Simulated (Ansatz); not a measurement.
# C2HNSe: the cost of one run

The runs use Ansatz 0.2.0, Gaussian basis; unrestricted cation, the program's frozen cores in correlated methods.

The runs, in order: UKS PBE-D4/def2-TZVPP; UKS r2SCAN-D4/def2-TZVPP; UKS PBE0-D4/def2-TZVPP; UKS B3LYP-D4/def2-TZVPP; UKS wB97X-V/def2-TZVPP; UKS wB97M-V/def2-TZVPP; UKS B2PLYP/def2-TZVPP; UHF-CCSD(T)/def2-TZVPP; UHF-MP2/def2-QZVPP; extrapolation to the limit; then −ε(HOMO) from the neutral's earlier runs with LDA (SPW92), PBE-D4, revPBE-D4, BLYP-D4, r2SCAN-D4, B97M-V, PBE0-D4, B3LYP-D4, r2SCANh-D4, r2SCAN0-D4, HSE06-D4, BHLYP-D4, CAM-B3LYP-D4, LC-ωPBE, ωB97X-V, ωB97M-V.

### 1 The relaxed structure

An earlier PBE0-D4 in a triple-zeta def2 set relaxation fixed the geometry.

5 atoms, charge 0, spin multiplicity 1.

Atoms are counted from 1 here; the program's logs count them from 0.

Bond lengths: N1–C2 1.237 Å, N1–H5 1.023 Å, C2–C3 1.276 Å, C3–Se4 1.707 Å. Angles: C2–N1–H5 113.7°, N1–C2–C3 171.8°, C2–C3–Se4 176.9°.

### 2 Cation, UKS PBE-D4/def2-TZVPP

Input file in.yaml:

```yaml
crystal:
  periodic: [false, false, false]
  atoms:
    - {symbol: N, position_ang: [0.717030, 1.209030, 0.515423]}
    - {symbol: C, position_ang: [0.171769, 0.167294, 0.131549]}
    - {symbol: C, position_ang: [-0.290071, -0.991170, -0.136149]}
    - {symbol: Se, position_ang: [-0.960688, -2.502525, -0.560283]}
    - {symbol: H, position_ang: [0.411960, 2.043670, 0.008059]}
basis:
  gaussian: {orbitals: def2-TZVPP}
total_charge: 1
magnetization: {spin_polarized: true, initial_magnetization: 1}
hamiltonian: {xc: pbe, dispersion: d4}
```

Started as:

```
$ ansatz run in.yaml --threads 2 --pin off --events-out ev --progress --plain --max-ram 4352MiB
```

Q: Estimate wall time and peak memory on 2 threads of AMD EPYC 9B14, shared host.

About 4 s, with a peak of 0.3 GiB.
